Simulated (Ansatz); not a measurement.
The system is NiF.

```
Ni F
1.0
     0.00000    2.33484    2.33484
     2.33484    0.00000    2.33484
     2.33484    2.33484    0.00000
Ni F
1 1
Direct
  0.00000 0.00000 0.00000
  0.75000 0.75000 0.75000
```

The cell was built by a generator and needn't be a form met in nature.

| Item | Value |
| --- | --- |
| Program | Ansatz 0.2.0 |
| Task | relaxation of cell and atoms |
| Functional | LDA |
| Potentials or basis | Ansatz PAW |
| Cutoff | 420 eV (not typed: the program's choice for these potentials) |
| k mesh | 7 × 7 × 7 |
| Occupations | fermi-dirac, width 0.05 eV |
| Spin | collinear spin, ferromagnetic start |
| Starting moments | [1.0, 0.0] μB |

At the start: volume 12.73 Å³/atom.

Problem. Where does the relaxation end?

Solution. It ends after 7 steps and the volume is 12.16 Å³/atom (-4.5 %); space group F-43m (No. 216, to 0.05 Å); moment 1.15 μB per cell.

The path:
| step | energy change (eV) | largest force (eV/Å) | volume (Å³) |
| --- | --- | --- | --- |
| 1 | 0.0000 | 0.0000 | 25.46 |
| 2 | -0.0121 | 0.0000 | 24.99 |
| 3 | -0.0201 | 0.0000 | 24.34 |
| 4 | -0.0199 | 0.0000 | 24.38 |
| 5 | -0.0158 | 0.0000 | 24.38 |
| 6 | -0.0162 | 0.0000 | 24.32 |
| 7 | -0.0159 | 0.0000 | 24.32 |

Final structure:
```
CELL_PARAMETERS angstrom
0.00000 2.29957 2.29957
2.29957 0.00000 2.29957
2.29957 2.29957 0.00000
ATOMIC_POSITIONS crystal
Ni 0.00000 0.00000 0.00000
F 0.75000 0.75000 0.75000
```

Caveat: the plane-wave basis is chosen anew once the cell has moved, so the energies of steps on either side of that aren't comparable; the pressure holds a Pulay correction of +0.8 GPa for the finite cutoff; a cell with one magnetic atom can't hold antiferromagnetic order, which such compounds often take; the PAW data sets come from PBE, with cores solved anew for the run's functional, which leaves a small shift of forces and pressure.
